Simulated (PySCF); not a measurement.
# LiTl with other numerical set-ups

The method stays; parts of the set-up, such as the basis or the Hamiltonian, are changed.

Method: method and basis as typed in the scripts; program: PySCF 2.14.0.

5 further runs of the same task are left out: 1 for a known fault of the program, 4 that didn't finish.

### 1 Where the work starts

LiTl: 2 atoms, charge 0, spin multiplicity 1.

Bond lengths: Li1–Tl2 2.443 Å.

### 2 The run that the others are compared with

input.py reads:

```python
from pyscf import gto, scf

mol = gto.M(
    atom='Li 0 0 0; Tl 0 0 2.443',
    basis='def2-svp',
    ecp={'Tl': 'def2-svp'},
    charge=0,
    spin=0,
    symmetry=True,
    verbose=4,
)
mf = scf.RHF(mol)
mf.kernel()
mf.dip_moment()
print('orbital energies (hartree):', mf.mo_energy[..., max(0, mol.nelec[1]-3):mol.nelec[0]+3].round(4))
```

Command:

```bash
OMP_NUM_THREADS=1 python input.py
```

Its log is not repeated here.

It gives: E(SCF) = -178.919596 Eh, 9 cycles, μ = 3.39 D.

The bond length is a typed value, not an optimised one.

### 3 Density fitting def2-universal-jkfit

Run 1 changes density fitting: none → def2-universal-jkfit.

input.py reads:

```python
from pyscf import gto, scf

mol = gto.M(
    atom='Li 0 0 0; Tl 0 0 2.443',
    basis='def2-svp',
    ecp={'Tl': 'def2-svp'},
    charge=0,
    spin=0,
    symmetry=True,
    verbose=4,
)
mf = scf.RHF(mol)
mf = mf.density_fit(auxbasis='def2-universal-jkfit')
mf.kernel()
mf.dip_moment()
print('orbital energies (hartree):', mf.mo_energy[..., max(0, mol.nelec[1]-3):mol.nelec[0]+3].round(4))
```

Command:

```bash
OMP_NUM_THREADS=1 python input.py
```

### 4 Density fitting weigend

Run 2 changes density fitting: none → weigend.

input.py, as its differences from that of step 2:

```diff
@@ -12,2 +12,3 @@
 mf = scf.RHF(mol)
+mf = mf.density_fit(auxbasis='weigend')
 mf.kernel()
```

### 5 Ano-rcc-vdzp (core potential off, X2C on)

Run 3 changes basis set: def2-svp → ano-rcc-vdzp; core potential: on → off; spin-free X2C: off → on. The core potential changes with it: totals don't compare.

input.py, as its differences from that of step 2:

```diff
@@ -4,4 +4,3 @@
     atom='Li 0 0 0; Tl 0 0 2.443',
-    basis='def2-svp',
-    ecp={'Tl': 'def2-svp'},
+    basis='ano-rcc-vdzp',
     charge=0,
@@ -12,2 +11,3 @@
 mf = scf.RHF(mol)
+mf = mf.sfx2c1e()
 mf.kernel()
```

### 6 Def2-svpd

Run 4 changes basis set: def2-svp → def2-svpd.

input.py, as its differences from that of step 2:

```diff
@@ -4,4 +4,4 @@
     atom='Li 0 0 0; Tl 0 0 2.443',
-    basis='def2-svp',
-    ecp={'Tl': 'def2-svp'},
+    basis='def2-svpd',
+    ecp={'Tl': 'def2-svpd'},
     charge=0,
```

### 7 X2c-svpall (core potential off, X2C on)

Run 5 changes basis set: def2-svp → x2c-svpall; core potential: on → off; spin-free X2C: off → on. The core potential changes with it: totals don't compare.

input.py, as its differences from that of step 2:

```diff
@@ -4,4 +4,3 @@
     atom='Li 0 0 0; Tl 0 0 2.443',
-    basis='def2-svp',
-    ecp={'Tl': 'def2-svp'},
+    basis='x2c-svpall',
     charge=0,
@@ -12,2 +11,3 @@
 mf = scf.RHF(mol)
+mf = mf.sfx2c1e()
 mf.kernel()
```

Before running it: what results should come out? Wanted: for each run, E(SCF); from base; gap; SCF dipole.

**Answer**, as computed:

```csv
run,E(SCF) (hartree),from base (eV),cycles,gap (eV),SCF dipole (D),functions
base,-178.919596,0,9,5.13,3.39,35
density fitting def2-universal-jkfit,-178.919577,+0.0005,9,5.13,3.39,35
density fitting weigend,-177.113373,+49.1498,9,5.22,4.57,35
"ano-rcc-vdzp (core potential off, X2C on)",-20254.842316,not comparable,9,5.20,2.72,82
def2-svpd,-178.920267,-0.0182,9,5.01,3.36,44
"x2c-svpall (core potential off, X2C on)",-20253.577679,not comparable,10,5.17,3.13,71
```

**Reading.** Of the runs whose energies can be compared, “density fitting weigend” moves the SCF energy most (+49.150 eV). def2-svpd (44 functions) gives an energy 0.02 eV lower than def2-svp (35). The dearest run is “ano-rcc-vdzp (core potential off, X2C on)”, at 38 s against 0.67 s.
